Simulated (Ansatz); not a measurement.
**C₂H₈BGeN: up Jacob's ladder to CCSD(T)**

An exercise on one series of results from a longer session: the logs are not shown, and one member is left open.

Method: functionals in def2-TZVPP, the program's frozen cores in correlated methods; program: Ansatz 0.2.0, Gaussian basis.

Levels to be run: PBE-D4, r2SCAN-D4, PBE0-D4, B3LYP-D4, ωB97X-V, ωB97M-V, B2PLYP; CCSD(T)/def2-TZVPP; MP2/def2-QZVPP; extrapolation to the limit.

**The relaxed structure**

An earlier PBE0-D4 in a triple-zeta def2 set relaxation fixed the geometry.

SMILES `[BH2][GeH2][C](C)=N`, 13 atoms, charge 0, spin multiplicity 1.

Atoms are counted from 1 here; the program's logs count them from 0.

Bond lengths: B1–Ge2 2.052 Å, B1–H6 1.194 Å, B1–H7 1.196 Å, Ge2–C3 1.999 Å, Ge2–H8 1.544 Å, Ge2–H9 1.541 Å, C3–C4 1.496 Å, C3–N5 1.265 Å, C4–H10 1.094 Å, C4–H11 1.094 Å, C4–H12 1.091 Å, N5–H13 1.020 Å. Angles: Ge2–B1–H6 122.4°, Ge2–B1–H7 119.1°, H6–B1–H7 118.4°, B1–Ge2–C3 109.4°, B1–Ge2–H8 110.0°, B1–Ge2–H9 115.4°, C3–Ge2–H8 107.5°, C3–Ge2–H9 105.6°, H8–Ge2–H9 108.6°, Ge2–C3–C4 117.1°, Ge2–C3–N5 123.1°, C4–C3–N5 119.8°, C3–C4–H10 110.6°, C3–C4–H11 110.4°, C3–C4–H12 110.1°, H10–C4–H11 106.7°, H10–C4–H12 109.5°, H11–C4–H12 109.5° and more.

Set-up of the first run:

File in.yaml:

```yaml
crystal:
  periodic: [false, false, false]
  atoms:
    - {symbol: B, position_ang: [-2.043592, 1.013159, -0.326002]}
    - {symbol: Ge, position_ang: [-0.796122, 0.057453, 0.993725]}
    - {symbol: C, position_ang: [1.023379, -0.109949, 0.183038]}
    - {symbol: C, position_ang: [1.147510, -0.950842, -1.047468]}
    - {symbol: N, position_ang: [2.046395, 0.462228, 0.658711]}
    - {symbol: H, position_ang: [-2.538045, 2.072882, -0.086657]}
    - {symbol: H, position_ang: [-2.255447, 0.514559, -1.391780]}
    - {symbol: H, position_ang: [-1.314565, -1.369777, 1.271722]}
    - {symbol: H, position_ang: [-0.585103, 0.775581, 2.341212]}
    - {symbol: H, position_ang: [0.493540, -0.572306, -1.839105]}
    - {symbol: H, position_ang: [0.828997, -1.977120, -0.841037]}
    - {symbol: H, position_ang: [2.180618, -0.953687, -1.398068]}
    - {symbol: H, position_ang: [1.833037, 1.003121, 1.496609]}
basis:
  gaussian: {orbitals: def2-TZVPP}
hamiltonian: {xc: pbe, dispersion: d4}
output: {forces: true, orbitals: {seedname: orbitals}}
```

Started as:

```bash
$ ansatz run in.yaml --threads 2 --pin off --events-out ev --progress --plain --max-ram 32768MiB --backend cuda --devices 0, --max-vram 18GiB
```

Steps of the session up to this table: PBE-D4 (GGA); r2SCAN-D4 (meta-GGA); PBE0-D4 (hybrid); B3LYP-D4 (hybrid); ωB97X-V (range-separated); ωB97M-V (range-separated); B2PLYP (double hybrid); CCSD(T) in def2-TZVPP; MP2 in def2-QZVPP.

One of the session's tables, all rows but one given; the rest of the session is left out.

| method | atomisation energy (kJ/mol) |
| --- | --- |
| PBE-D4 | 4630.9 |
| r2SCAN-D4 | 4555.1 |
| PBE0-D4 | ? |
| B3LYP-D4 | 4556.2 |
| ωB97X-V | 4560.4 |
| ωB97M-V | 4544.6 |
| B2PLYP | 4499.3 |
| HF/def2-TZVPP | 3298.4 |
| MP2/def2-TZVPP | 4467.9 |
| CCSD/def2-TZVPP | 4368.0 |
| CCSD(T)/def2-TZVPP | 4434.6 |
| MP2/CBS | 4570.5 |
| CCSD(T)/CBS | 4537.3 |

Estimate the missing values for PBE0-D4.

**Answer.** atomisation energy (kJ/mol): 4555.2. In the column «atomisation energy (kJ/mol)» it lies between r2SCAN-D4 (4555.1) and B3LYP-D4 (4556.2).

Among the levels timed on like hardware and quicker than the yardstick, those that no quicker one beats, quickest first: B3LYP-D4 (7 s, +18.9 kJ/mol); PBE0-D4 (7.5 s, +17.9 kJ/mol); r2SCAN-D4 (8 s, +17.8 kJ/mol); ωB97M-V (14 s, +7.3 kJ/mol). Runs this short are mostly start-up, so their order is noise.

B2PLYP carry no dispersion term (for B3LYP, D4 adds 41.7 kJ/mol).

Limits of these values: Free atoms (1 B, 1 Ge, 2 C, 1 N, 8 H) were run apart at each level; the atomisation energy is their sum less the molecule, without zero-point or spin-orbit terms.
